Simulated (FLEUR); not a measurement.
A run of FLEUR MaX-R8.1 (later development tree) is set up as follows.

inp.xml

```xml
<?xml version="1.0" encoding="UTF-8" standalone="no"?>
<fleurInput fleurInputVersion="0.39">
   <comment>
      NbTe                                                                                                
   </comment>
   <calculationSetup>
      <cutoffs Kmax="4.32" Gmax="13.4" GmaxXC="13.4" numbands="0"/>
      <scfLoop itmax="60" minDistance="0.00001" maxIterBroyd="15" imix="Anderson" alpha="0.05" precondParam="0.0" spinf="2.0" sdNocoIR="T"/>
      <coreElectrons ctail="T" frcor="F" kcrel="0" coretail_lmax="0"/>
      <xcFunctional name="PBEs" relativisticCorrections="F"/>
      <magnetism jspins="1"/>
      <soc l_soc="F" theta="0.0" phi="0.0" spav="F"/>
      <expertModes spex="0" secvar="F"/>
      <geometryOptimization l_f="T" forcealpha="1.0" forcemix="BFGS" epsdisp="0.0005" epsforce="0.0002"/>
      <ldaU l_linMix="F" mixParam="0.05" spinf="1.0"/>
   </calculationSetup>
   <cell>
      <bzIntegration valenceElectrons="35.0" mode="hist" fermiSmearingEnergy="0.00183747">
         <kPointListSelection listName="default-1"/>
         <!-- k-points included here -->
         <xi:include xmlns:xi="http://www.w3.org/2001/XInclude" href="kpts.xml"> </xi:include>
      </bzIntegration>
      <!-- symmetry operations included here -->
      <xi:include xmlns:xi="http://www.w3.org/2001/XInclude" href="sym.xml"> </xi:include>
      <bulkLattice scale="1.0">
         <bravaisMatrix>
            <row-1>    6.9976074370826797     0.0000000000000000     0.0000000000000000</row-1>
            <row-2>   -3.4988037185413399     6.0601058063025661     0.0000000000000000</row-2>
            <row-3>    0.0000000000000000     0.0000000000000000     6.9810470364846902</row-3>
         </bravaisMatrix>
      </bulkLattice>
   </cell>
   <atomSpecies>
      <species name="Tellurium (Te)" element="Te" atomicNumber="52">
         <mtSphere radius="2.27" gridPoints="763" logIncrement="0.017"/>
         <atomicCutoffs lmax="9" lnonsphr="9"/>
         <electronConfig flipSpins="F">
            <coreConfig>(1s1/2) (2s1/2) (2p1/2) (2p3/2) (3s1/2) (3p1/2) (3p3/2) (4s1/2) (3d3/2) (3d5/2)</coreConfig>
            <valenceConfig>(4p1/2) (4p3/2) (5s1/2) (4d3/2) (4d5/2) (5p1/2) (5p3/2)</valenceConfig>
            <stateOccupation state="(5p1/2)" spinUp="0.666667" spinDown="0.666667"/>
            <stateOccupation state="(5p3/2)" spinUp="1.333333" spinDown="1.333333"/>
         </electronConfig>
         <energyParameters s="5" p="5" d="5" f="4"/>
         <lo type="SCLO" l="1" n="4" eDeriv="0"/>
         <lo type="SCLO" l="1" n="4" eDeriv="1"/>
         <lo type="SCLO" l="2" n="4" eDeriv="0"/>
         <lo type="SCLO" l="2" n="4" eDeriv="1"/>
         <lo type="SCLO" l="0" n="5" eDeriv="2"/>
         <lo type="SCLO" l="3" n="4" eDeriv="2"/>
      </species>
      <species name="Niobium (Nb)" element="Nb" atomicNumber="41">
         <mtSphere radius="2.52" gridPoints="849" logIncrement="0.015"/>
         <atomicCutoffs lmax="10" lnonsphr="10"/>
         <electronConfig flipSpins="F">
            <coreConfig>(1s1/2) (2s1/2) (2p1/2) (2p3/2) (3s1/2) (3p1/2) (3p3/2) (3d3/2) (3d5/2)</coreConfig>
            <valenceConfig>(4s1/2) (4p1/2) (4p3/2) (5s1/2) (4d3/2) (4d5/2)</valenceConfig>
            <stateOccupation state="(5s1/2)" spinUp="0.500000" spinDown="0.500000"/>
            <stateOccupation state="(4d3/2)" spinUp="0.800000" spinDown="0.800000"/>
            <stateOccupation state="(4d5/2)" spinUp="1.200000" spinDown="1.200000"/>
         </electronConfig>
         <energyParameters s="5" p="5" d="4" f="4"/>
         <lo type="SCLO" l="0" n="4" eDeriv="0"/>
         <lo type="SCLO" l="1" n="4" eDeriv="0"/>
         <lo type="SCLO" l="1" n="4" eDeriv="1"/>
         <lo type="SCLO" l="2" n="4" eDeriv="2"/>
         <lo type="SCLO" l="3" n="4" eDeriv="2"/>
      </species>
   </atomSpecies>
   <atomGroups>
      <atomGroup species="Tellurium (Te)">
         <relPos label="                   1">-.3346380000 .3295180000 -.0056360000</relPos>
         <force calculate="T" relaxXYZ="TTT"/>
      </atomGroup>
      <atomGroup species="Niobium (Nb)">
         <relPos label="                   2">.0006730000 -.0028265000 -.4931460000</relPos>
         <force calculate="T" relaxXYZ="TTT"/>
      </atomGroup>
   </atomGroups>
   <output dos="F" band="F" slice="F">
      <checks vchk="F" cdinf="F"/>
      <bandDOS minEnergy="-.5*Htr" maxEnergy="0.5*Htr" sigma="0.015" storeEVData="T"/>
      <vacuumDOS vacdos="F" integ="F" star="F" nstars="0" locx1="0.0" locy1="0.0" locx2="0.0" locy2="0.0" nstm="0" tworkf="0.0"/>
      <unfoldingBand unfoldBand="F" supercellX="1" supercellY="1" supercellZ="1"/>
      <plotting iplot="0" polar="F">
         <plot TwoD="T" vec1="  1.0  0.0  0.0" vec2="  0.0  1.0  0.0" vec3="  0.0  0.0  1.0" zero="  0.0  0.0  0.0" file="plot"/>
      </plotting>
      <chargeDensitySlicing numkpt="0" minEigenval="0.0" maxEigenval="0.0" nnne="0" pallst="F"/>
      <specialOutput eonly="F"/>
      <moessbauerParams electricFieldGradient="T" isomerShift="T" coreHyperfine="T" valenceHyperfine="T"/>
      <magneticCircularDichroism mcd="F" energyLo="-10.0" energyUp="0.0"/>
   </output>
  <!-- We include the file relax.xml here to enable relaxations (see documentation) -->
  <xi:include xmlns:xi="http://www.w3.org/2001/XInclude" href="relax.xml"> <xi:fallback/> </xi:include>
</fleurInput>
```

Contents of crystal.txt:

```
NbTe
&input cartesian=F /
3.7029743866  0.0000000000  0.0000000000
-1.8514871933  3.2068698884  0.0000000000
0.0000000000  0.0000000000  3.6942110000
1.8897261246
1.0 1.0 1.0

2
52 0.6653620000  0.3295180000  -0.0056360000
41 0.0006730000  -0.0028265000  0.5068540000

&kpt div1=8 div2=8 div3=7 gamma=T /
```

Potentials or basis: all-electron, FLAPW.

Command:

```bash
$ inpgen -f crystal.txt -profile fastHighL
$ # inp.xml edited to the form shown
$ fleur_MPI
```

(1) Predict the band gap on the k mesh.

(2) Predict the largest force.

Answers

(1) none (metal or under the smearing width).

(2) 0.429 eV/Å.
